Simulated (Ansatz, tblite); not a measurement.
OsBrCl: GFN2-xTB, run from Python

These are simulated results from tblite 0.8.0, not measurements. The cell was built from a prototype and was relaxed with r2SCAN in plane waves (Ansatz 0.2.0). It may be hypothetical. It is a single sheet, repeated along a and b, with vacuum along c. All runs are without spin polarisation.

In-plane lattice: a = 3.541 Å, b = 3.541 Å, γ = 120.0°; thickness between the outer nuclei 3.08 Å. Os has 3 Br at 2.39 Å and 3 Cl at 2.75 Å; Cl has 3 Os at 2.75 Å; Br has 3 Os at 2.39 Å.

tblite solves periodic systems at the zone centre alone, so the script builds a cluster of 3×3×1 conventional cells (27 atoms), which folds in a coarse mesh of k points.

Input script:

```python
import json
from ase import Atoms
from ase.build import make_supercell
from ase.units import Bohr, GPa, Hartree
from tblite.interface import Calculator

atoms = Atoms(['Os', 'Cl', 'Br'],
              cell=[[3.540692, 0.0, -0.0], [-1.770346, 3.066329, 0.0], [-0.0, 0.0, 30.361291]],
              scaled_positions=[[0.333333, 0.666667, 0.28979], [0.666667, 0.333333, 0.350426], [0.666667, 0.333333, 0.249074]],
              pbc=True)
cluster = make_supercell(atoms, [[3, 0, 0], [0, 3, 0], [0, 0, 1]])
calc = Calculator('GFN2-xTB', cluster.numbers, cluster.positions / Bohr, lattice=cluster.cell[:] / Bohr, periodic=cluster.pbc)
calc.set('temperature', 0.02 / Hartree)
calc.set('max-iter', 150)
res = calc.singlepoint()
levels = res.get('orbital-energies') * Hartree
nv = round(res.get('orbital-occupations').sum() / 2)
cells = len(cluster) // len(atoms)
out = {'energy_per_cell': res.get('energy') * Hartree / cells, 'homo': levels[nv - 1], 'lumo': levels[nv],
       'stress': (-res.get('virial') * Hartree / cluster.get_volume() / GPa).tolist(), 'charges': res.get('charges')[:len(atoms)].tolist(), 'electrons': 2 * nv / cells}
json.dump(out, open('results.json', 'w'))
for key, value in out.items():
    print(key, value)
```

Command: `python run.py`. It took 2.1 s on 1 thread of Arm Neoverse N1 (shared host), peak memory 0.099 GiB.

What it printed:

```
------------------------------------------------------------
  cycle        total energy    energy error   density error
------------------------------------------------------------
      1     -107.6146044132  -1.0769591E+02   4.9343378E-01
      2     -106.9767894324   6.3781498E-01   7.8901306E-01
      3     -108.3016555099  -1.3248661E+00   1.1459407E-01
      4     -108.2732688436   2.8386666E-02   6.6594017E-02
      5     -108.3121296457  -3.8860802E-02   4.3084308E-02
      6     -108.3194284641  -7.2988184E-03   1.1686984E-02
      7     -108.3188750093   5.5345482E-04   2.2564510E-02
      8     -108.3198723711  -9.9736177E-04   1.8300497E-02
      9     -108.3210148435  -1.1424724E-03   3.0768968E-03
     10     -108.3210071773   7.6661897E-06   2.7561498E-03
     11     -108.3210754744  -6.8297086E-05   1.2901044E-03
     12     -108.3210795877  -4.1133491E-06   1.1295460E-03
     13     -108.3210815445  -1.9568104E-06   8.7215897E-04
     14     -108.3210829645  -1.4199609E-06   4.1783130E-04
     15     -108.3210838907  -9.2620722E-07   7.8789048E-05
     16     -108.3210838910  -2.6776092E-10   6.4121056E-05
     17     -108.3210838688   2.2142288E-08   4.9964054E-05
     18     -108.3210838810  -1.2184302E-08   3.3164409E-05
     19     -108.3210839041  -2.3090706E-08   1.1023457E-05
------------------------------------------------------------

 total:                                   1.094 sec
energy_per_cell -327.50742541023624
homo -10.878642794311
lumo -10.424496095388083
stress [[1.6118302110247131, -7.301658951746321e-05, 1.2134169629748601e-05], [-7.301658951746554e-05, 1.611746929070519, -7.257878526573621e-06], [1.2134169629762735e-05, -7.257878526574063e-06, 0.7572776720556832]]
charges [0.21391821137348677, -0.1877418481239965, -0.026194854291954617]
electrons 22.0
```

The cycle table is in hartree for the whole cluster, and the lines after it are in eV (the energy for one cell). The printed stress is in GPa and positive in compression, and the pressure is its mean diagonal, here averaged over the vacuum too.

GFN2-xTB gives a gap of 0.45 eV. On the same cell, plane-wave PBE (Ansatz, 12×12×1 k points and the special points) gives a gap of 0.35 eV and r2SCAN a gap of 0.62 eV; on shared hosts these took about 31 and 80 core-seconds on the 3-atom cell, against 2.1 for the script. Spin-orbit coupling, left out in all these runs, can cut or reorder the gap by tenths of an eV, up to about 1 eV with Pb or Bi. xTB was fitted to molecules, so gaps, charges and pressures of solids can be far off, and the gap also depends on the size of the cluster.

xTB was fitted mostly to molecules, and a small cluster samples few k points, so gaps, pressures and kinks along a curve can be far from a solid's.

Spin-orbit coupling is left out, which matters wherever the heavy atoms make up the band edges.
